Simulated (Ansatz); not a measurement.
**CH7AlO2Si: up Jacob's ladder to CCSD(T)**

Aim: compute CH7AlO2Si with functionals from several rungs and with coupled cluster, and see how far each lands from CCSD(T) at the basis-set limit for the atomisation energy.

Computed with Ansatz 0.2.0, Gaussian basis. Level: functionals in def2-TZVPP, the program's frozen cores in correlated methods.

Plan: LDA (SPW92), PBE-D4, revPBE-D4, BLYP-D4, r2SCAN-D4, B97M-V, PBE0-D4, B3LYP-D4, r2SCANh-D4, r2SCAN0-D4, HSE06-D4, BHLYP-D4, CAM-B3LYP-D4, LC-ωPBE, ωB97X-V, ωB97M-V, B2PLYP, PBE-QIDH; CCSD(T)/def2-SVP; CCSD(T)/def2-TZVPP; MP2/def2-QZVPP; extrapolation to the limit; RPA on PBE.

### 1 The geometry

The geometry comes from an earlier relaxation with PBE0-D4 in a triple-zeta def2 set; it is a stationary point, not always the lowest conformer.

SMILES `[CH3][Al]([OH])[O][SiH3]`, 12 atoms, charge 0, spin multiplicity 1.

Atoms are counted from 1 here; the program's logs count them from 0.

Bond lengths: C1–Al2 1.933 Å, C1–H6 1.092 Å, C1–H7 1.094 Å, C1–H8 1.094 Å, Al2–O3 1.693 Å, Al2–O4 1.687 Å, O3–H9 0.956 Å, O4–Si5 1.620 Å, Si5–H10 1.488 Å, Si5–H11 1.488 Å, Si5–H12 1.489 Å. Angles: Al2–C1–H6 111.6°, Al2–C1–H7 110.9°, Al2–C1–H8 111.1°, H6–C1–H7 107.9°, H6–C1–H8 108.3°, H7–C1–H8 106.7°, C1–Al2–O3 119.5°, C1–Al2–O4 121.5°, O3–Al2–O4 119.0°, Al2–O3–H9 123.2°, Al2–O4–Si5 173.1°, O4–Si5–H10 110.2°, O4–Si5–H11 110.3°, O4–Si5–H12 110.7°, H10–Si5–H11 108.6°, H10–Si5–H12 108.5°, H11–Si5–H12 108.4°.

### 2 LDA

This LDA is Slater exchange with PW92 correlation.

File in.yaml:

```yaml
crystal:
  periodic: [false, false, false]
  atoms:
    - {symbol: C, position_ang: [2.025312, 0.990444, -0.276739]}
    - {symbol: Al, position_ang: [0.652259, 0.063832, 0.719422]}
    - {symbol: O, position_ang: [0.916764, -0.317034, 2.347971]}
    - {symbol: O, position_ang: [-0.808697, -0.380768, 0.002478]}
    - {symbol: Si, position_ang: [-2.150317, -0.710650, -0.842546]}
    - {symbol: H, position_ang: [2.856269, 1.289035, 0.365191]}
    - {symbol: H, position_ang: [2.425401, 0.355071, -1.072476]}
    - {symbol: H, position_ang: [1.625417, 1.886011, -0.760407]}
    - {symbol: H, position_ang: [0.277018, -0.776847, 2.888824]}
    - {symbol: H, position_ang: [-2.040204, -2.050290, -1.481083]}
    - {symbol: H, position_ang: [-3.339014, -0.709046, 0.052960]}
    - {symbol: H, position_ang: [-2.363209, 0.305241, -1.909695]}
basis:
  gaussian: {orbitals: def2-TZVPP}
hamiltonian: {xc: lda}
output: {orbitals: {seedname: orbitals}}
```

Launch:

```console
ansatz run in.yaml --threads 4 --pin off --events-out ev --progress --plain --max-ram 10444MiB
```

Further steps of the session: PBE-D4 (GGA); revPBE-D4 (GGA); BLYP-D4 (GGA); r2SCAN-D4 (meta-GGA); B97M-V (meta-GGA); B3LYP-D4 (hybrid); r2SCANh-D4 (hybrid); r2SCAN0-D4 (hybrid); HSE06-D4 (hybrid); BHLYP-D4 (hybrid); CAM-B3LYP-D4 (range-separated); LC-ωPBE (range-separated); ωB97X-V (range-separated); ωB97M-V (range-separated); B2PLYP (double hybrid); PBE-QIDH (double hybrid); CCSD(T) in def2-SVP; CCSD(T) in def2-TZVPP; MP2 in def2-QZVPP; RPA on PBE orbitals.

Before running them: what should the planned runs give, taken together? Wanted: atomisation energy, CCSD(T)/CBS; farthest beyond LDA; mean size of error, GGA; mean size of error, meta-GGA; mean size of error, hybrid; mean size of error, range-separated; mean size of error, double hybrid; gap, smallest and largest; T1 diagnostic.

As calculated:

| quantity | value |
| --- | --- |
| atomisation energy, CCSD(T)/CBS | 1064.0 kcal/mol |
| functionals within 5.3 kcal/mol (0.5 %) | r2SCAN-D4, B97M-V, CAM-B3LYP-D4, ωB97X-V, ωB97M-V |
| farthest beyond LDA | BHLYP-D4 (-32.6 kcal/mol) |
| mean size of error, GGA | 15.9 kcal/mol |
| mean size of error, meta-GGA | 3.3 kcal/mol |
| mean size of error, hybrid | 18.1 kcal/mol |
| mean size of error, range-separated | 4.8 kcal/mol |
| mean size of error, double hybrid | 16.8 kcal/mol |
| gap, smallest and largest | 5.74 eV (LDA (SPW92)), 12.97 eV (LC-ωPBE) |
| T1 diagnostic | 0.0116 |
| triples share of the correlation energy | 3.3 % |

The LDA atomisation energy is off by 120.5 kcal/mol (11 %): it overbinds. PBE-D4 misses by -5.5 kcal/mol. Double hybrids carry the basis error of their MP2 part in triple zeta, and no dispersion term here, so their miss is partly the set-up's. The rungs meta-GGA, range-separated miss on average by less than the doubt on the reference (5.3 kcal/mol), so they tie. The reference freezes the cores and leaves out relativity and excitations past (T), so misses under about 5.3 kcal/mol can't be ranked. Hartree-Fock recovers 74 % of the binding; the rest is correlation. CCSD(T) in def2-SVP is off by -71.5 kcal/mol, more than most functionals: a good method in a small basis is no reference. Orbital gaps span 5.7 to 13.0 eV; exact exchange widens them.
